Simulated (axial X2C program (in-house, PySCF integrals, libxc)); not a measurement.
# RbS⁺: from the state search to constants

Aim: find the lowest determinant of RbS⁺, scan the bond at several levels and fit the constants, once spin-free and once with spin–orbit coupling.

Computed with an in-house X2C program for linear molecules on PySCF integrals. Level: all-electron X2C, Rb dyall-cv3z, S dyall-av3z.

All values are calculated.

### 1 The job

Input file task.json:

```json
{
 "zs": [
  37,
  16
 ],
 "q": 1,
 "bas": [
  "dyall-cv3z",
  "dyall-av3z"
 ],
 "levels": [
  "PBE0",
  "HF",
  "LDA"
 ],
 "cc": true,
 "r0": 2.96,
 "thr": -2.0,
 "nmax": 90,
 "npts": 10,
 "nst": 2,
 "ntry": 6
}
```

Keys: zs atomic numbers; q charge; bas basis sets; levels methods (HF also brings MP2); cc coupled cluster on or off; r0 starting distance in Å; thr threshold in hartree for freezing inner shells (an s shell follows its p shell); nmax most natural virtual spinors; npts points asked for on the curve; nst determinants followed; ntry starts of the search.

Run with:

```
$ python so2c.py task.json out
```

Spin-free means the one-electron spin-free X2C Hamiltonian; two-component (2c) means X2C with spin–orbit coupling and atomic mean-field two-electron Coulomb and Gaunt terms. Basis: Rb dyall-cv3z contracted to [12s13p8d4f1g], S dyall-av3z contracted to [9s8p3d2f]; Gaussian nuclei, density fitting. Masses: Rb 84.912 u, S 31.972 u.

Notation: σ, π±, δ± give the projection m of an orbital's angular momentum (0, ±1, ±2), α and β its spin, Λ and M_S the sums; ω is the projection of a spinor's total angular momentum and Ω the sum. Logs are in hartree.

The results follow Hamiltonian by Hamiltonian and level by level.

### 2 Search for the lowest determinant

PBE0 moves the distance from 2.960 Å to 3.532 Å and compares determinants there.

Spin-free determinants:

```tsv
ΔE (eV)	state	open shells
0.00	M_S = 1, Λ = 0	beyond closed shells: π+α, π-α
0.37	M_S = 1, Λ = 1	beyond closed shells: σα, π+α, π+β, π-α
0.75	M_S = 0, Λ = 1	beyond closed shells: σβ, π+α, π+β, π-α
1.27	M_S = 0, Λ = 0	beyond closed shells: π+β, π-α
1.27	M_S = 0, Λ = 2	beyond closed shells: π+α, π+β
6.44	M_S = 2, Λ = 0	beyond closed shells: 2 × σα, π+α, π-α
7.43	M_S = 0, Λ = 0	beyond closed shells: 2 × σβ, π+α, π-α
```

Two-component determinants:

```tsv
ΔE (eV)	state	open shells
0.00	Ω = 1	excess of +ω over −ω: ω = -1/2, ω = 3/2
0.35	Ω = 2	excess of +ω over −ω: ω = 1/2, ω = 3/2
0.77	Ω = 1	excess of +ω over −ω: 2 × ω = 1/2
1.22	Ω = 0	closed shell
1.33	Ω = 0	closed shell
7.43	Ω = 0	excess of +ω over −ω: 3 × ω = 1/2, ω = -3/2
```

### 3 PBE0, spin-free

State followed: M_S = 1, Λ = 0 (beyond closed shells: π+α, π-α). The scan is laid around 3.532 Å, a first estimate of the minimum, and this SCF restarts from the orbitals of the search.

The SCF at the reference distance of 3.532 Å:

```text
spin-free X2C-1e  PBE0
basis functions 190  fitting functions 991  grid points 5086
iter        total energy     max residual
   1      -3379.658529429     1.58e-05
   2      -3379.658529431     1.35e-05
   3      -3379.658529433     7.66e-07
   4      -3379.658529433     3.21e-07
converged
one-electron -4851.10408642  Coulomb 1509.55107843  exact exchange -31.18579926  xc functional -95.61533624  nuclear repulsion 88.69561406
```

Along the bond, energies from the lowest point:

| R (Å) | E (eV) | μ (D) | HOMO (eV) | LUMO (eV) | iterations |
| --- | --- | --- | --- | --- | --- |
| 3.073 | 0.1120 | -2.44 | -12.23 | -8.95 | 9 |
| 3.214 | 0.0404 | -2.66 | -12.09 | -8.79 | 8 |
| 3.320 | 0.0131 | -2.84 | -11.98 | -8.67 | 8 |
| 3.426 | 0.0013 | -3.01 | -11.86 | -8.55 | 8 |
| 3.532 | 0.0000 | -3.19 | -11.75 | -8.44 | 4 |
| 3.656 | 0.0074 | -3.41 | -11.61 | -8.32 | 8 |
| 3.779 | 0.0205 | -3.63 | -11.48 | -8.20 | 8 |
| 3.938 | 0.0421 | -3.91 | -11.31 | -8.05 | 8 |
| 4.132 | 0.0705 | -4.26 | -11.12 | -7.88 | 8 |
| 4.415 | 0.1102 | -4.77 | -10.87 | -7.66 | 8 |

Dipoles are positive if S is the positive end and refer to the centre of mass.

Outer orbitals at the reference distance:

```json
{"symmetry": "σα", "occupied": "yes", "ε (eV)": "-24.71", "atomic character": "94% S s, 3% Rb p, 2% Rb d"}
{"symmetry": "π+β", "occupied": "yes", "ε (eV)": "-22.88", "atomic character": "100% Rb p"}
{"symmetry": "π-β", "occupied": "yes", "ε (eV)": "-22.88", "atomic character": "100% Rb p"}
{"symmetry": "π+α", "occupied": "yes", "ε (eV)": "-22.88", "atomic character": "100% Rb p"}
{"symmetry": "π-α", "occupied": "yes", "ε (eV)": "-22.88", "atomic character": "100% Rb p"}
{"symmetry": "σβ", "occupied": "yes", "ε (eV)": "-22.87", "atomic character": "97% Rb p, 2% S s"}
{"symmetry": "σα", "occupied": "yes", "ε (eV)": "-22.82", "atomic character": "98% Rb p"}
{"symmetry": "σβ", "occupied": "yes", "ε (eV)": "-21.72", "atomic character": "92% S s, 5% Rb p, 2% Rb d"}
{"symmetry": "π+α", "occupied": "yes", "ε (eV)": "-13.69", "atomic character": "99% S p"}
{"symmetry": "π-α", "occupied": "yes", "ε (eV)": "-13.69", "atomic character": "99% S p"}
{"symmetry": "σα", "occupied": "yes", "ε (eV)": "-12.49", "atomic character": "95% S p"}
{"symmetry": "σβ", "occupied": "yes", "ε (eV)": "-11.75", "atomic character": "95% S p"}
{"symmetry": "π-β", "occupied": "no", "ε (eV)": "-8.44", "atomic character": "98% S p"}
{"symmetry": "π+β", "occupied": "no", "ε (eV)": "-8.44", "atomic character": "98% S p"}
{"symmetry": "σα", "occupied": "no", "ε (eV)": "-5.06", "atomic character": "84% Rb s, 6% S p, 5% S s"}
{"symmetry": "σβ", "occupied": "no", "ε (eV)": "-5.01", "atomic character": "84% Rb s, 6% S p, 4% S s"}
```

PBE0 fields in the half plane through the axis: z from -2.4 to 5.7 Å across, distance from the axis 0.15 to 2.25 Å upwards; Rb lies at z = 0 and S at z = 3.532 Å; the ELF is damped to zero where the density is low.

log10 density (e/bohr³). Ten even steps from '0' (-5.91 ) to '9' (1.50 ):
```
0011222222222222333333332221
0112233333333333334444333322
1123344444443334444444443332
1233445555544444455555544433
1234455666554444555666555433
2334566777665445566666655443
2344567787765555666777665543
2345667898765555667897765543
```

ELF. Ten even steps from '0' (0.00 ) to '9' (0.96 ):
```
0000000000000000000000000000
0000000000000000111111110000
0000012232100001344444432100
0000135666420003666667765310
0001367888751005888888887630
0003688878872017999878998752
0014787222784018997012999873
0015784636485018992882899974
```

Re = 3.493 Å, ωe = 92.2 cm⁻¹, ωexe = 1.09 cm⁻¹, Be = 0.05948 cm⁻¹, De = 0.292 eV, μ = -3.13 D.

### 4 HF, spin-free

The SCF at the reference distance of 3.532 Å:

```text
spin-free X2C-1e  HF
basis functions 190  fitting functions 991  grid points 5086
iter        total energy     max residual
   1      -3377.600590987     1.45e-01
   2      -3377.618141201     3.98e-03
   3      -3377.618427386     1.15e-03
   4      -3377.618453718     6.31e-04
   5      -3377.618458618     2.15e-04
   6      -3377.618459734     3.38e-05
   7      -3377.618459764     1.16e-05
   8      -3377.618459768     4.48e-06
   9      -3377.618459769     1.84e-06
converged
one-electron -4850.85611418  Coulomb 1509.35850252  exact exchange -124.81646217  xc functional 0.00000000  nuclear repulsion 88.69561406
```

Re = 3.653 Å, ωe = 79.7 cm⁻¹, ωexe = 1.1 cm⁻¹, Be = 0.0544 cm⁻¹, De = 0.233 eV, μ = -3.59 D.

### 5 LDA, spin-free

The SCF at the reference distance of 3.532 Å:

```text
spin-free X2C-1e  LDA
basis functions 190  fitting functions 991  grid points 5086
iter        total energy     max residual
   1      -3374.680238280     2.19e-01
   2      -3374.692806680     7.24e-03
   3      -3374.692897272     7.71e-03
   4      -3374.693122972     5.13e-04
   5      -3374.693125270     8.41e-05
   6      -3374.693125398     2.24e-05
   7      -3374.693125410     3.23e-06
   8      -3374.693125410     7.98e-07
converged
one-electron -4850.46026250  Coulomb 1508.79904646  exact exchange 0.00000000  xc functional -121.72752343  nuclear repulsion 88.69561406
```

Re = 3.349 Å, ωe = 110.4 cm⁻¹, ωexe = 1.17 cm⁻¹, Be = 0.0647 cm⁻¹, De = 0.386 eV, μ = -2.71 D.

### 6 MP2 and beyond, spin-free

Correlated methods: 14 electrons correlated (frozen shells, counted by type: Rb 3 s, 2 p, 1 d; S 2 s, 1 p), 262 virtual spinors in MP2, 90 natural virtuals in coupled cluster.

Output of the correlated part at 3.532 Å:

```text
correlated 14  virtual 262  natural virtual 90  E(MP2) -0.305699377  MP2 remainder -0.013230212
iter   CCSD correlation   residual
   1     -0.322901074   9.67e-02
   2     -0.330958206   2.84e-02
   3     -0.331247675   6.20e-03
   4     -0.331266280   1.33e-03
   5     -0.331262770   4.23e-04
   6     -0.331262208   1.59e-04
   7     -0.331262834   6.04e-05
   8     -0.331262687   2.04e-05
   9     -0.331262590   6.03e-06
  10     -0.331262628   1.75e-06
  11     -0.331262637   6.47e-07
(T) -0.009477606  T1 0.0087  D1 0.0292  max T2 0.054
```

T1 in the output is the amplitude norm over the root of the electron number; divide by √2 for the Lee–Taylor value.

MP2: Re = 3.505 Å, ωe = 92.9 cm⁻¹, Be = 0.05907 cm⁻¹, De = 0.280 eV.

CCSD: Re = 3.535 Å, ωe = 89.9 cm⁻¹, ωexe = 1.13 cm⁻¹, Be = 0.05808 cm⁻¹, De = 0.292 eV. T1 at Re = 0.006 (Lee–Taylor, the printed value over √2).

CCSD(T): Re = 3.524 Å, ωe = 91.0 cm⁻¹, ωexe = 1.13 cm⁻¹, Be = 0.05843 cm⁻¹, De = 0.276 eV. T1 at Re = 0.006 (Lee–Taylor, the printed value over √2).

### 7 A higher determinant, spin-free

State: M_S = 1, Λ = 1 (beyond closed shells: σα, π+α, π+β, π-α).

Output at the reference distance:

```text
spin-free X2C-1e  PBE0
basis functions 190  fitting functions 991  grid points 5086
iter        total energy     max residual
   1      -3379.644846082     2.05e-05
   2      -3379.644846097     1.51e-05
   3      -3379.644846102     3.81e-06
   4      -3379.644846103     7.76e-07
converged
one-electron -4850.68990142  Coulomb 1509.13335402  exact exchange -31.18158031  xc functional -95.60233245  nuclear repulsion 88.69561406
```

| R (Å) | E above the lowest PBE0 point (eV) |
| --- | --- |
| 3.073 | 0.462 |
| 3.214 | 0.414 |
| 3.320 | 0.392 |
| 3.426 | 0.379 |
| 3.532 | 0.372 |
| 3.656 | 0.369 |
| 3.779 | 0.369 |
| 3.938 | 0.371 |
| 4.132 | 0.376 |

Re = 3.721 Å, ωe = 43.0 cm⁻¹, ωexe = 1.64 cm⁻¹, Be = 0.05243 cm⁻¹, μ = -3.89 D. Te = 0.37 eV.

### 8 The spin-free curves together

Energy (eV) of the followed determinant, spin-free, from each level's lowest point:

| R (Å) | PBE0 | HF | MP2 | CCSD | CCSD(T) | LDA |
| --- | --- | --- | --- | --- | --- | --- |
| 3.073 | 0.112 | 0.198 | 0.123 | n/a | n/a | 0.056 |
| 3.214 | 0.040 | 0.093 | 0.046 | 0.054 | 0.051 | 0.011 |
| 3.320 | 0.013 | 0.046 | 0.016 | 0.021 | 0.019 | 0.000 |
| 3.426 | 0.001 | 0.019 | 0.002 | 0.005 | 0.004 | 0.002 |
| 3.532 | 0.000 | 0.005 | 0.000 | 0.000 | 0.000 | 0.013 |
| 3.656 | 0.007 | 0.000 | 0.007 | 0.004 | 0.005 | 0.033 |
| 3.779 | 0.021 | 0.004 | 0.019 | 0.015 | 0.017 | 0.057 |
| 3.938 | 0.042 | 0.016 | 0.041 | 0.035 | 0.037 | 0.090 |
| 4.132 | 0.070 | 0.036 | 0.069 | n/a | n/a | 0.129 |
| 4.415 | 0.110 | 0.067 | 0.109 | n/a | n/a | 0.181 |

### 9 PBE0, 2c

State followed: Ω = 1 (excess of +ω over −ω: ω = -1/2, ω = 3/2). The scan is laid around 3.532 Å, a first estimate of the minimum, and this SCF restarts from the orbitals of the search.

Output at 3.532 Å:

```text
two-component X2C + atomic mean field  PBE0
basis functions 190  fitting functions 991  grid points 5086
iter        total energy     max residual
   1      -3378.516630271     8.67e-07
   2      -3378.516630271     7.05e-07
converged
one-electron -4848.10655304  Coulomb 1508.91692611  exact exchange -31.17347254  xc functional -95.57777586  nuclear repulsion 88.69561406  atomic mean-field constant -1.27136901
```

Along the bond, energies from the lowest point:

| R (Å) | E (eV) | μ (D) | HOMO (eV) | LUMO (eV) | iterations |
| --- | --- | --- | --- | --- | --- |
| 3.073 | 0.1122 | -2.44 | -12.23 | -8.97 | 9 |
| 3.214 | 0.0405 | -2.66 | -12.09 | -8.81 | 8 |
| 3.320 | 0.0132 | -2.83 | -11.98 | -8.69 | 8 |
| 3.426 | 0.0014 | -3.01 | -11.86 | -8.57 | 8 |
| 3.532 | 0.0000 | -3.19 | -11.75 | -8.46 | 2 |
| 3.656 | 0.0074 | -3.41 | -11.61 | -8.34 | 8 |
| 3.779 | 0.0205 | -3.63 | -11.48 | -8.22 | 8 |
| 3.938 | 0.0420 | -3.91 | -11.31 | -8.07 | 8 |
| 4.132 | 0.0704 | -4.26 | -11.12 | -7.90 | 8 |
| 4.415 | 0.1101 | -4.77 | -10.87 | -7.68 | 8 |

Dipoles are positive if S is the positive end and refer to the centre of mass.

Outer spinors at the reference distance:

```json
{"ω": "1/2", "occupied": "yes", "ε (eV)": "-24.71", "atomic character": "94% S s, 3% Rb p, 2% Rb d", "λ mixture": "100% σ"}
{"ω": "-1/2", "occupied": "yes", "ε (eV)": "-23.45", "atomic character": "99% Rb p", "λ mixture": "68% π, 32% σ"}
{"ω": "1/2", "occupied": "yes", "ε (eV)": "-23.44", "atomic character": "99% Rb p", "λ mixture": "70% π, 30% σ"}
{"ω": "-1/2", "occupied": "yes", "ε (eV)": "-22.58", "atomic character": "96% Rb p, 3% S s", "λ mixture": "68% σ, 32% π"}
{"ω": "-3/2", "occupied": "yes", "ε (eV)": "-22.58", "atomic character": "100% Rb p", "λ mixture": "100% π"}
{"ω": "3/2", "occupied": "yes", "ε (eV)": "-22.58", "atomic character": "100% Rb p", "λ mixture": "100% π"}
{"ω": "1/2", "occupied": "yes", "ε (eV)": "-22.54", "atomic character": "99% Rb p", "λ mixture": "70% σ, 30% π"}
{"ω": "-1/2", "occupied": "yes", "ε (eV)": "-21.72", "atomic character": "91% S s, 6% Rb p, 2% Rb d", "λ mixture": "100% σ"}
{"ω": "-1/2", "occupied": "yes", "ε (eV)": "-13.72", "atomic character": "99% S p", "λ mixture": "100% π"}
{"ω": "3/2", "occupied": "yes", "ε (eV)": "-13.66", "atomic character": "99% S p", "λ mixture": "100% π"}
{"ω": "1/2", "occupied": "yes", "ε (eV)": "-12.49", "atomic character": "95% S p", "λ mixture": "100% σ"}
{"ω": "-1/2", "occupied": "yes", "ε (eV)": "-11.75", "atomic character": "95% S p", "λ mixture": "100% σ"}
{"ω": "1/2", "occupied": "no", "ε (eV)": "-8.46", "atomic character": "98% S p", "λ mixture": "100% π"}
{"ω": "-3/2", "occupied": "no", "ε (eV)": "-8.42", "atomic character": "98% S p", "λ mixture": "100% π"}
{"ω": "1/2", "occupied": "no", "ε (eV)": "-5.06", "atomic character": "84% Rb s, 6% S p, 5% S s", "λ mixture": "100% σ"}
{"ω": "-1/2", "occupied": "no", "ε (eV)": "-5.01", "atomic character": "84% Rb s, 6% S p, 4% S s", "λ mixture": "100% σ"}
```

PBE0 fields in the half plane through the axis: z from -2.4 to 5.7 Å across, distance from the axis 0.15 to 2.25 Å upwards; Rb lies at z = 0 and S at z = 3.532 Å; the ELF is damped to zero where the density is low.

log10 density (e/bohr³). Ten even steps from ' ' (-5.90 ) to '@' (1.50 ):
```
    ....::::::::::::::::::::::::----------------::::::..
  ....::::--------------------------========--------::::
....::----==============------==================------::
..::----====++++++++++============++++++++++++======----
..::--====++++******++++========++++++******++++++==----
::----==++****######****++====++++************++++====--
::--====++**####%%####**++++++++******######****++++==--
::--==++****##%%@@%%##**++++++++****##%%@@####**++++==--
```

ELF. Ten even steps from '0' (0.00 ) to '9' (0.96 ):
```
0000000000000000000000000000
0000000000000000111111110000
0000012332100001344444432100
0000135666420003666667765310
0001367888751005888888887630
0003688878872017999878998752
0014787222784018997012999873
0015784636485018992882899974
```

Re = 3.494 Å, ωe = 92.2 cm⁻¹, ωexe = 1.09 cm⁻¹, Be = 0.05947 cm⁻¹, De = 0.292 eV, μ = -3.13 D.

### 10 HF, 2c

The SCF at the reference distance of 3.532 Å:

```text
two-component X2C + atomic mean field  HF
basis functions 190  fitting functions 991  grid points 5086
iter        total energy     max residual
   1      -3376.459272027     1.46e-01
   2      -3376.476823457     4.02e-03
   3      -3376.477112781     1.16e-03
   4      -3376.477140849     6.31e-04
   5      -3376.477147079     2.15e-04
   6      -3376.477150324     1.47e-04
   7      -3376.477152083     1.40e-04
   8      -3376.477155588     1.23e-04
   9      -3376.477163608     6.87e-05
  10      -3376.477167012     2.31e-05
  11      -3376.477167292     1.03e-05
  12      -3376.477167309     2.98e-06
  13      -3376.477167309     7.01e-07
converged
one-electron -4847.85773819  Coulomb 1508.72343984  exact exchange -124.76711401  xc functional 0.00000000  nuclear repulsion 88.69561406  atomic mean-field constant -1.27136901
```

Re = 3.654 Å, ωe = 79.5 cm⁻¹, ωexe = 1.11 cm⁻¹, Be = 0.05436 cm⁻¹, De = 0.231 eV, μ = -3.59 D.

### 11 LDA, 2c

The SCF at the reference distance of 3.532 Å:

```text
two-component X2C + atomic mean field  LDA
basis functions 190  fitting functions 991  grid points 5086
iter        total energy     max residual
   1      -3373.539454307     2.19e-01
   2      -3373.552026923     7.25e-03
   3      -3373.552117506     7.73e-03
   4      -3373.552343285     5.14e-04
   5      -3373.552345583     8.43e-05
   6      -3373.552345712     2.25e-05
   7      -3373.552345723     3.23e-06
   8      -3373.552345723     8.08e-07
converged
one-electron -4847.46230159  Coulomb 1508.16442050  exact exchange 0.00000000  xc functional -121.67870969  nuclear repulsion 88.69561406  atomic mean-field constant -1.27136901
```

Re = 3.349 Å, ωe = 110.5 cm⁻¹, ωexe = 1.17 cm⁻¹, Be = 0.06469 cm⁻¹, De = 0.372 eV, μ = -2.71 D.

### 12 Correlated methods, 2c

Correlated methods: 14 electrons correlated (frozen shells, counted by type: Rb 3 s, 2 p, 1 d; S 2 s, 1 p), 262 virtual spinors in MP2, 90 natural virtuals in coupled cluster.

Output of the correlated part at 3.532 Å:

```text
correlated 14  virtual 262  natural virtual 90  E(MP2) -0.305624890  MP2 remainder -0.013226125
iter   CCSD correlation   residual
   1     -0.322839556   9.68e-02
   2     -0.330918444   2.85e-02
   3     -0.331212314   6.40e-03
   4     -0.331232754   1.73e-03
   5     -0.331229541   9.81e-04
   6     -0.331230079   7.05e-04
   7     -0.331233540   4.49e-04
   8     -0.331232368   2.75e-04
   9     -0.331231510   2.02e-04
  10     -0.331232380   1.47e-04
  11     -0.331233570   9.12e-05
  12     -0.331234154   3.85e-05
  13     -0.331234214   1.25e-05
  14     -0.331234244   4.06e-06
  15     -0.331234258   1.77e-06
(T) -0.009479515  T1 0.0093  D1 0.0293  max T2 0.056
```

MP2: Re = 3.506 Å, ωe = 93.0 cm⁻¹, Be = 0.05905 cm⁻¹, De = 0.257 eV.

CCSD: Re = 3.534 Å, ωe = 90.4 cm⁻¹, ωexe = 1.15 cm⁻¹, Be = 0.0581 cm⁻¹, De = 0.280 eV. T1 at Re = 0.007 (Lee–Taylor, the printed value over √2).

CCSD(T): Re = 3.524 Å, ωe = 91.4 cm⁻¹, ωexe = 1.14 cm⁻¹, Be = 0.05844 cm⁻¹, De = 0.254 eV. T1 at Re = 0.007 (Lee–Taylor, the printed value over √2).

### 13 A higher determinant, 2c

State: Ω = 2 (excess of +ω over −ω: ω = 1/2, ω = 3/2).

Output at the reference distance:

```text
two-component X2C + atomic mean field  PBE0
basis functions 190  fitting functions 991  grid points 5086
iter        total energy     max residual
   1      -3378.503852848     5.94e-07
   2      -3378.503852848     5.18e-07
converged
one-electron -4847.69892706  Coulomb 1508.50511666  exact exchange -31.16930950  xc functional -95.56497801  nuclear repulsion 88.69561406  atomic mean-field constant -1.27136901
```

| R (Å) | E above the lowest PBE0 point (eV) |
| --- | --- |
| 3.073 | 0.437 |
| 3.214 | 0.389 |
| 3.320 | 0.367 |
| 3.426 | 0.355 |
| 3.532 | 0.348 |
| 3.656 | 0.344 |
| 3.779 | 0.344 |
| 3.938 | 0.347 |
| 4.132 | 0.351 |

Re = 3.718 Å, ωe = 43.1 cm⁻¹, ωexe = 1.63 cm⁻¹, Be = 0.05249 cm⁻¹, μ = -3.88 D. Te = 0.34 eV.

### 14 The 2c curves together

Energy (eV) of the followed determinant, 2c, from each level's lowest point:

| R (Å) | PBE0 | HF | MP2 | CCSD | CCSD(T) | LDA |
| --- | --- | --- | --- | --- | --- | --- |
| 3.073 | 0.112 | 0.199 | 0.123 | n/a | n/a | 0.057 |
| 3.214 | 0.040 | 0.093 | 0.046 | 0.054 | 0.051 | 0.011 |
| 3.320 | 0.013 | 0.046 | 0.016 | 0.021 | 0.019 | 0.000 |
| 3.426 | 0.001 | 0.019 | 0.002 | 0.005 | 0.004 | 0.002 |
| 3.532 | 0.000 | 0.005 | 0.000 | 0.000 | 0.000 | 0.013 |
| 3.656 | 0.007 | 0.000 | 0.007 | 0.004 | 0.005 | 0.033 |
| 3.779 | 0.020 | 0.004 | 0.019 | 0.015 | 0.017 | 0.057 |
| 3.938 | 0.042 | 0.015 | 0.041 | 0.035 | 0.037 | 0.090 |
| 4.132 | 0.070 | 0.035 | 0.069 | n/a | n/a | 0.129 |
| 4.415 | 0.110 | 0.066 | 0.109 | n/a | n/a | 0.181 |

Time for the job: 2.4 min (1 thread of Intel Xeon 6975P-C (Granite Rapids), shared host).

### 15 What came out

Lowest determinant that the search found at its distance, spin-free: M_S = 1, Λ = 0 (beyond closed shells: π+α, π-α).

Lowest determinant that the search found at its distance, 2c: Ω = 1 (excess of +ω over −ω: ω = -1/2, ω = 3/2).

| Hamiltonian | level | Re (Å) | ωe (cm⁻¹) | De (eV) | μ (D) |
| --- | --- | --- | --- | --- | --- |
| spin-free | PBE0 | 3.493 | 92.2 | 0.292 | -3.13 |
| spin-free | HF | 3.653 | 79.7 | 0.233 | -3.59 |
| spin-free | MP2 | 3.505 | 92.9 | 0.280 | n/a |
| spin-free | CCSD | 3.535 | 89.9 | 0.292 | n/a |
| spin-free | CCSD(T) | 3.524 | 91.0 | 0.276 | n/a |
| spin-free | LDA | 3.349 | 110.4 | 0.386 | -2.71 |
| 2c | PBE0 | 3.494 | 92.2 | 0.292 | -3.13 |
| 2c | HF | 3.654 | 79.5 | 0.231 | -3.59 |
| 2c | MP2 | 3.506 | 93.0 | 0.257 | n/a |
| 2c | CCSD | 3.534 | 90.4 | 0.280 | n/a |
| 2c | CCSD(T) | 3.524 | 91.4 | 0.254 | n/a |
| 2c | LDA | 3.349 | 110.5 | 0.372 | -2.71 |

Dipoles are positive if S is the positive end and refer to the centre of mass.

Time per point (s) on 1 thread of Intel Xeon 6975P-C (Granite Rapids), shared host (2c runs; CCSD comes with the CCSD(T) run); the times are rough: PBE0 0.41, HF 0.35, MP2 0.59, CCSD(T) 7.5, LDA 0.18.

At CCSD(T), going from spin-free to two-component changes Re by 0 mÅ, ωe by +0.5 %; the spin-free picture holds up (part of it comes from the scalar share of the two-electron terms). De moves by -0.02 eV; both De rest on single-determinant atoms, which can miss part of an open shell's spin–orbit lowering.

De refers to Rb+ + S, each in the lowest determinant found, which need not be this curve's own limit. Each curve is one determinant whose occupation by symmetry is held fixed; it was picked as the lowest of a PBE0 search that is not exhaustive. Dissociation energies refer to the lowest single-determinant-based atoms at the same level and basis. Density functionals use the spin component along the axis (collinear). CCSD and (T) use frozen natural virtuals with an MP2 correction for the truncation. With several unpaired electrons one determinant need not be a pure state.
